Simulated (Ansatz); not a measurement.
# Au (fcc type): a single-point run

Wanted: a converged single-point run for Au (fcc type), and a check of what comes out. The structure is shown as the input types it.

Computed with Ansatz 0.2.0 (DFT, PBEsol, PAW with Ansatz's default frozen-core files, scalar-relativistic, unless a step's input says otherwise).

### 1 The system as given

The structure is cubic, space group Fm-3m (No. 225). Conventional cell: a = 4.084 Å, b = 4.084 Å, c = 4.084 Å, α = 90.00°, β = 90.00°, γ = 90.00°. Au (site symmetry m-3m) is surrounded by 12 Au at 2.89 Å.

As a file:

```
Au
1.0
     0.00000    2.04184   -2.04184
    -2.04184    0.00000    2.04184
     4.08368    4.08368    4.08368
Au
3
Direct
  0.00000 0.00000 0.00000
  0.33333 0.66667 0.33333
  0.66667 0.33333 0.66667
```

### 2 Input and run

The input, input.yaml:

```yaml
crystal:
  lattice:
    - [0.0, 2.0418379798, -2.0418379798]
    - [-2.0418379798, 0.0, 2.0418379798]
    - [4.0836759596, 4.0836759596, 4.0836759596]
  atoms:
    - { symbol: Au, position: [0.0, 0.0, 0.0] }
    - { symbol: Au, position: [0.333333333, 0.666666667, 0.333333333] }
    - { symbol: Au, position: [0.666666667, 0.333333333, 0.666666667] }
kpoints:
  mp_grid: { grid: [14, 14, 5], kspacing: 0.3 }
scf:
  occupations: { method: fermi_dirac, width: 0.05 }
  max_iter: 100
hamiltonian:
  xc: pbesol
  pseudopotentials: { kind: paw }
output:
  forces: true
  stress: true
  eigenvalues: true
```

On the command line:

```sh
ansatz run input.yaml --threads 1 --pin off --max-ram 3584MiB --backend cpu --events-out ev --progress --plain --runs-dir out
```

Q: Will this input give a usable result? If not, why, and what should change?

The run ended at the input check. The line that matters: «invalid value for `kpoints.mp_grid.kspacing`: mutually exclusive with `grid` — set one or the other»

The suspect setting: kpoints.mp_grid.kspacing is 0.3. No mesh follows from the k-point block as it stands.

Fix: delete kpoints.mp_grid.kspacing.
